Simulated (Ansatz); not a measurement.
Geometry optimisation, DFT PBE, scalar-relativistic, plane waves, PAW (Ansatz 0.2.0).

Input:

```yaml
crystal:
  lattice:
    - [6.391, 0.0, 0.0]
    - [0.0, 6.391, 0.0]
    - [0.0, 0.0, 6.391]
  atoms:
    - { symbol: Mg, position: [0.25, 0.25, 0.25] }
    - { symbol: Mg, position: [0.75, 0.75, 0.75] }
    - { symbol: Si, position: [0.0, 0.0, 0.0] }
    - { symbol: Mg, position: [0.75, 0.75, 0.25] }
    - { symbol: Mg, position: [0.25, 0.25, 0.75] }
    - { symbol: Si, position: [0.5, 0.5, 0.0] }
    - { symbol: Mg, position: [0.75, 0.25, 0.75] }
    - { symbol: Mg, position: [0.25, 0.75, 0.25] }
    - { symbol: Si, position: [0.5, 0.0, 0.5] }
    - { symbol: Mg, position: [0.25, 0.75, 0.75] }
    - { symbol: Mg, position: [0.75, 0.25, 0.25] }
    - { symbol: Si, position: [0.0, 0.5, 0.5] }
    - { symbol: H, position: [0.6374718, -0.0023416, 0.0110448] }
basis:
  ecutwfc: 420.0
kpoints:
  mp_grid: { grid: [3, 3, 3] }
hamiltonian:
  xc: pbe
scf:
  occupations: { method: gaussian, width: 0.1 }
  lower_state_search: "off"
relax:
  f_tol: 0.03
  max_steps: 60
  adjacent_minimum: "off"
```

Run as:

```bash
$ ansatz run input.yaml --threads 2 --pin off --max-ram 5120MiB --backend cpu --events-out ev --progress --plain --runs-dir out
```

Where does it end, and by what steps?

The forces met the threshold. Limits of this set-up: coarse k mesh, odd electron count without spin, a small cell, in which the defect meets its images. After 6 steps the energy has fallen by 0.392 eV; H13 moved furthest, 0.71 Å. Joined: Si3–H13 (2.32 → 1.61 Å).

| step | energy less start (eV) | largest force component (eV/Å) | accepted |
| --- | --- | --- | --- |
| 0 | 0.0000 | 0.324 | yes |
| 1 | -0.0539 | 0.283 | yes |
| 2 | -0.1705 | 0.428 | yes |
| 3 | -0.3200 | 0.480 | yes |
| 4 | -0.3790 | 0.233 | yes |
| 5 | -0.3907 | 0.065 | yes |
| 6 | -0.3918 | 0.009 | yes |

```xyz
13
Lattice="6.3910 0.0000 0.0000 0.0000 6.3910 0.0000 0.0000 0.0000 6.3910" Properties=species:S:1:pos:R:3
Mg 1.540 1.624 1.628
Mg 4.718 4.753 4.760
Si 0.004 -0.001 0.003
Mg 4.716 4.753 1.642
Mg 1.542 1.624 4.770
Si 3.133 3.194 0.004
Mg 4.718 1.635 4.759
Mg 1.540 4.765 1.628
Si 3.133 -0.001 3.200
Mg 1.542 4.765 4.770
Mg 4.716 1.636 1.642
Si -0.057 3.195 3.199
H 4.785 -0.003 0.020
```

The run took 12 s on 2 threads of AMD EPYC 9R45 (Zen 5), on a shared host, peak memory 0.61 GiB.
